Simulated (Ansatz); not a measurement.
# CH6OSiZn: small, medium and large basis sets

Aim: see how fast density functionals converge with the basis set for CH6OSiZn.

Computed with Ansatz 0.2.0, Gaussian basis. Level: one geometry, several basis sets.

Levels to be run: PBE0-D4/def2-SVP; ωB97M-V/def2-SVP; PBE0-D4/def2-QZVPP; ωB97M-V/def2-QZVPP; the functionals' def2-TZVPP values are taken from earlier runs.

## (1) Structure used throughout

All runs share one geometry, relaxed beforehand with PBE0-D4 in a triple-zeta def2 set.

SMILES `C[SiH2][O][ZnH]`, 10 atoms, charge 0, spin multiplicity 1.

Atoms are counted from 1 here; the program's logs count them from 0.

Bond lengths: C1–Si2 1.863 Å, C1–H5 1.094 Å, C1–H6 1.093 Å, C1–H7 1.093 Å, Si2–O3 1.623 Å, Si2–H8 1.496 Å, Si2–H9 1.495 Å, O3–Zn4 1.764 Å, Zn4–H10 1.510 Å. Angles: Si2–C1–H5 110.4°, Si2–C1–H6 110.9°, Si2–C1–H7 110.9°, H5–C1–H6 108.1°, H5–C1–H7 108.1°, H6–C1–H7 108.2°, C1–Si2–O3 110.5°, C1–Si2–H8 109.2°, C1–Si2–H9 109.1°, O3–Si2–H8 110.6°, O3–Si2–H9 110.5°, H8–Si2–H9 106.8°, Si2–O3–Zn4 147.2°, O3–Zn4–H10 177.7°.

## (2) PBE0-D4 in def2-SVP

Input file in.yaml:

```yaml
crystal:
  periodic: [false, false, false]
  atoms:
    - {symbol: C, position_ang: [-1.737397, 0.349761, -0.146755]}
    - {symbol: Si, position_ang: [-0.152830, -0.408673, 0.472013]}
    - {symbol: O, position_ang: [1.119758, 0.202846, -0.329259]}
    - {symbol: Zn, position_ang: [2.865364, 0.178031, -0.579158]}
    - {symbol: H, position_ang: [-2.594481, -0.062140, 0.393620]}
    - {symbol: H, position_ang: [-1.733436, 1.432981, -0.003292]}
    - {symbol: H, position_ang: [-1.877018, 0.147046, -1.211285]}
    - {symbol: H, position_ang: [-0.218458, -1.893035, 0.300996]}
    - {symbol: H, position_ang: [-0.024466, -0.146711, 1.938574]}
    - {symbol: H, position_ang: [4.352954, 0.199894, -0.835454]}
basis:
  gaussian: {orbitals: def2-SVP}
hamiltonian: {xc: pbe0, dispersion: d4}
output: {orbitals: {seedname: orbitals}}
```

The run is started by

```
> ansatz run in.yaml --threads 2 --pin off --events-out ev --progress --plain --max-ram 32768MiB --backend cpu
```

Further steps of the session: ωB97M-V in def2-SVP; PBE0-D4 in def2-QZVPP; ωB97M-V in def2-QZVPP.

Before running them: what should the planned runs give, taken together? Wanted: PBE0-D4: double and triple zeta above quadruple; ωB97M-V: double and triple zeta above quadruple.

As calculated:

| quantity | value |
| --- | --- |
| PBE0-D4: double and triple zeta above quadruple | 15.42, 1.68 eV |
| ωB97M-V: double and triple zeta above quadruple | 15.51, 1.61 eV |

**Reading.** PBE0-D4 gains 13.74 eV from double to triple zeta, then 1.68 eV more. These are total energies; as a rule much of such shifts cancels in differences, which this series doesn't test. The LUMO of ωB97M-V is positive and keeps falling with the basis (1.47 to 0.62 eV): an unbound level that the basis holds in place.
